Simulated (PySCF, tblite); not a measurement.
**C₃H₆N₂SSi: infrared bands and NMR shifts**

What infrared bands and NMR shifts should C₃H₆N₂SSi (`Cc1nnsc1[SiH3]`) show?

The runs use tblite 0.8.0 and PySCF 2.14.0, with density-fitted response routines of our own; the level of theory stands in each step. All values are computed, except where a source is named. Atoms count from 0, in the outputs and in this text.

**1. The molecule as given**

13 atoms, charge 0, multiplicity 1; geometry from: GFN2-xTB.

Bonds of the start (Å): C0–C1 1.49, C1–N2 1.34, N2–N3 1.26, N3–S4 1.66, S4–C5 1.72, C5–Si6 1.88, C5–C1 1.38, C0–H7 1.09, C0–H8 1.09, C0–H9 1.09, Si6–H10 1.46, Si6–H11 1.46, Si6–H12 1.46.

**2. Harmonic vibrations with GFN2-xTB**

The job: settings as JSON, then the geometry in Å.

```
{"job": {"kind": "ir", "xc": "GFN2-xTB", "basis": "xTB"}, "charge": 0, "multiplicity": 1}
C     -0.758281    -1.628725    -0.050355
C     -0.906643    -0.180641     0.257465
N     -2.076835     0.293896     0.718946
N     -2.106521     1.527422     0.949223
S     -0.664507     2.280105     0.620218
C      0.057829     0.802703     0.124067
Si     1.838542     0.731863    -0.460491
H     -0.500244    -1.771776    -1.098181
H     -1.699168    -2.130304     0.157962
H      0.026360    -2.071206     0.560900
H      2.133971    -0.655916    -0.809465
H      2.688127     1.194369     0.636388
H      1.962980     1.608696    -1.624404
```

**Question.** This job is followed by: GIAO PBE0/pcSseg-1 NMR shielding, non-relativistic, gas phase. Predict these results of the whole session: strongest single infrared mode (GFN2-xTB); zero-point energy (GFN2-xTB); ¹³C shifts against TMS (PBE0/pcSseg-1); ¹H shifts against TMS (PBE0/pcSseg-1, means over atoms taken as alike); ¹⁵N shifts against NH3 (PBE0/pcSseg-1); ³³S shifts against CS2 (PBE0/pcSseg-1); ²⁹Si shifts against TMS (PBE0/pcSseg-1).

**Answer**, as computed:

```
                                                              quantity                   value
                             strongest single infrared mode (GFN2-xTB)    786 cm⁻¹, 433 km/mol
                                          zero-point energy (GFN2-xTB)           52.2 kcal/mol
                                ¹³C shifts against TMS (PBE0/pcSseg-1)  163.0, 146.9, 16.3 ppm
¹H shifts against TMS (PBE0/pcSseg-1, means over atoms taken as alike)          4.76, 3.14 ppm
                                ¹⁵N shifts against NH3 (PBE0/pcSseg-1)        476.0, 472.5 ppm
                                ³³S shifts against CS2 (PBE0/pcSseg-1)                 600 ppm
                               ²⁹Si shifts against TMS (PBE0/pcSseg-1)               -87.4 ppm
```

**Reading.** The lowest mode is imaginary (56i cm⁻¹), so the xTB geometry is not a minimum. The strongest single mode, at 786 cm⁻¹, has its largest shares on H10, H12 and H11 (the list is cut at 3 atoms). Unscaled tight-binding wavenumbers are off by several per cent, some by more. Its intensities can rank the bands wrongly. NICS(1)zz of -34 ppm above the planar ring from C1 marks a diatropic (aromatic) ring current.
